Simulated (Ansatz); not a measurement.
**SbI₃: geometry at several levels**

Aim: geometry at several levels, for SbI₃, with the cost of each level.

Program: Ansatz 0.2.0. Level of theory: the levels named in each step. These are calculated values, not measurements.

## (1) The starting structure

Bond lengths: I1–Sb2 2.743 Å, Sb2–I3 2.743 Å, Sb2–I4 2.743 Å. Angles: I1–Sb2–I3 98.3°, I1–Sb2–I4 98.3°, I3–Sb2–I4 98.3°.

Coordinates:

```xyz
4

I    -1.2266   -2.0566   -0.3296
Sb   -0.0022   -0.0014    1.0131
I    -1.1670    2.0918   -0.3240
I     2.3959   -0.0340   -0.3184
```

## (2) A rough first relaxation, PBE-D4/def2-SVP

File input.yaml:

```yaml
crystal:
  periodic: [false, false, false]
  atoms:
    - { symbol: I, position_ang: [-1.22656, -2.0566, -0.32965] }
    - { symbol: Sb, position_ang: [-0.00218, -0.00144, 1.01309] }
    - { symbol: I, position_ang: [-1.16701, 2.09185, -0.32397] }
    - { symbol: I, position_ang: [2.39587, -0.03396, -0.3184] }
basis:
  gaussian: { orbitals: def2-SVP }
hamiltonian:
  xc: pbe
  dispersion: d4
relax:
  f_tol: 0.03
  max_steps: 200
```

Run with:

```
> ansatz run input.yaml --threads 2 --pin off --max-ram 5120MiB --backend cpu --events-out ev --progress --plain --runs-dir out
```

After this run come: Relaxation, HF/def2-SVP; Relaxation, LDA/def2-SVP; Relaxation, PBE-D4/def2-SVP; Relaxation, PBE0-D4/def2-TZVPP; Relaxation, MP2/def2-TZVPP.

Q: Predict the outcome of this session. Wanted: I1–Sb2 at MP2/def2-TZVPP; Sb2–I3 at MP2/def2-TZVPP; Sb2–I4 at MP2/def2-TZVPP.

**Answer**, as computed:

```
                quantity    value
I1–Sb2 at MP2/def2-TZVPP  2.694 Å
Sb2–I3 at MP2/def2-TZVPP  2.694 Å
Sb2–I4 at MP2/def2-TZVPP  2.694 Å
```

**Reading.** The I–Sb distance spreads over 0.070 Å, from MP2/def2-TZVPP (shortest) to PBE-D4/def2-SVP. Heavy atoms carry effective core potentials in def2 sets, and spin-orbit coupling is left out.
